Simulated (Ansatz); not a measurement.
# CH₈AlNSi: up Jacob's ladder to CCSD(T)

The task here is to estimate one member of a computed series from the others.

Method: functionals in def2-TZVPP, the program's frozen cores in correlated methods; program: Ansatz 0.2.0, Gaussian basis.

Plan: LDA (SPW92), PBE-D4, revPBE-D4, BLYP-D4, r2SCAN-D4, B97M-V, PBE0-D4, B3LYP-D4, r2SCANh-D4, r2SCAN0-D4, HSE06-D4, BHLYP-D4, CAM-B3LYP-D4, LC-ωPBE, ωB97X-V, ωB97M-V, B2PLYP, PBE-QIDH; CCSD(T)/def2-SVP; CCSD(T)/def2-TZVPP; MP2/def2-QZVPP; extrapolation to the limit; RPA on PBE.

**The geometry**

The geometry comes from an earlier relaxation with PBE0-D4 in a triple-zeta def2 set; it is a stationary point, not always the lowest conformer.

SMILES `N[SiH2][CH2][AlH2]`, 12 atoms, charge 0, spin multiplicity 1.

Atoms are counted from 1 here; the program's logs count them from 0.

Bond lengths: N1–Si2 1.722 Å, N1–H5 1.008 Å, N1–H6 1.008 Å, Si2–C3 1.858 Å, Si2–H7 1.498 Å, Si2–H8 1.491 Å, C3–Al4 1.947 Å, C3–H9 1.097 Å, C3–H10 1.096 Å, Al4–H11 1.588 Å, Al4–H12 1.588 Å. Angles: Si2–N1–H5 119.6°, Si2–N1–H6 119.2°, H5–N1–H6 110.6°, N1–Si2–C3 111.0°, N1–Si2–H7 114.8°, N1–Si2–H8 105.7°, C3–Si2–H7 107.3°, C3–Si2–H8 111.6°, H7–Si2–H8 106.4°, Si2–C3–Al4 114.6°, Si2–C3–H9 107.9°, Si2–C3–H10 107.6°, Al4–C3–H9 108.9°, Al4–C3–H10 109.1°, H9–C3–H10 108.6°, C3–Al4–H11 120.5°, C3–Al4–H12 119.7°, H11–Al4–H12 119.8°.

The first run:

in.yaml

```yaml
crystal:
  periodic: [false, false, false]
  atoms:
    - {symbol: N, position_ang: [-0.922465, 2.123681, 0.226270]}
    - {symbol: Si, position_ang: [-0.834615, 0.403492, 0.215766]}
    - {symbol: C, position_ang: [0.843126, -0.175491, -0.333322]}
    - {symbol: Al, position_ang: [1.172923, -2.075633, -0.064997]}
    - {symbol: H, position_ang: [-0.697181, 2.638610, -0.610418]}
    - {symbol: H, position_ang: [-1.670864, 2.574765, 0.728655]}
    - {symbol: H, position_ang: [-1.845750, -0.271323, -0.658891]}
    - {symbol: H, position_ang: [-1.133906, -0.025087, 1.612040]}
    - {symbol: H, position_ang: [0.947022, 0.055102, -1.400570]}
    - {symbol: H, position_ang: [1.591294, 0.400296, 0.223954]}
    - {symbol: H, position_ang: [0.826566, -3.122756, -1.207830]}
    - {symbol: H, position_ang: [1.800850, -2.580755, 1.303345]}
basis:
  gaussian: {orbitals: def2-TZVPP}
hamiltonian: {xc: lda}
output: {orbitals: {seedname: orbitals}}
```

Command:

```console
> ansatz run in.yaml --threads 4 --pin off --events-out ev --progress --plain --max-ram 10444MiB
```

Steps of the session up to this table: LDA; PBE-D4 (GGA); revPBE-D4 (GGA); BLYP-D4 (GGA); r2SCAN-D4 (meta-GGA); B97M-V (meta-GGA); B3LYP-D4 (hybrid); r2SCANh-D4 (hybrid); r2SCAN0-D4 (hybrid); HSE06-D4 (hybrid); BHLYP-D4 (hybrid); CAM-B3LYP-D4 (range-separated); LC-ωPBE (range-separated); ωB97X-V (range-separated); ωB97M-V (range-separated); B2PLYP (double hybrid); PBE-QIDH (double hybrid).

One table of the session follows, with a row left open; its other results are not shown here.

It belongs to the step «Frontier levels by functional». 

| functional | HOMO (eV) | LUMO (eV) | gap (eV) |
| --- | --- | --- | --- |
| LDA (SPW92) | -6.04 | -2.40 | 3.63 |
| PBE-D4 | -5.91 | -2.14 | 3.77 |
| revPBE-D4 | -5.86 | -2.01 | 3.85 |
| BLYP-D4 | -5.80 | -2.03 | 3.77 |
| r2SCAN-D4 | -6.21 | -1.81 | 4.40 |
| B97M-V | -6.36 | -2.07 | 4.29 |
| PBE0-D4 | -7.30 | -1.37 | 5.93 |
| B3LYP-D4 | -7.07 | -1.58 | 5.49 |
| r2SCANh-D4 | -6.73 | -1.56 | 5.17 |
| r2SCAN0-D4 | -7.51 | -1.18 | 6.33 |
| HSE06-D4 | -6.90 | -1.74 | 5.16 |
| BHLYP-D4 | ? | ? | ? |
| CAM-B3LYP-D4 | -8.71 | -0.46 | 8.26 |
| LC-ωPBE | -10.10 | 0.65 | 10.76 |
| ωB97X-V | -9.74 | 0.51 | 10.25 |
| ωB97M-V | -9.63 | 0.22 | 9.85 |

**Question.** Estimate the row for BHLYP-D4.

Worked estimate for «HOMO (eV)». Against the share of exact exchange, BLYP-D4 (0, -5.80), B3LYP-D4 (0.2, -7.07) give a slope of -6.35 per unit share; at 0.5 the line stands at -8.97.

As computed: HOMO (eV): -8.60; LUMO (eV): -0.61; gap (eV): 8.00. In «HOMO (eV)» the line misses by -0.37.
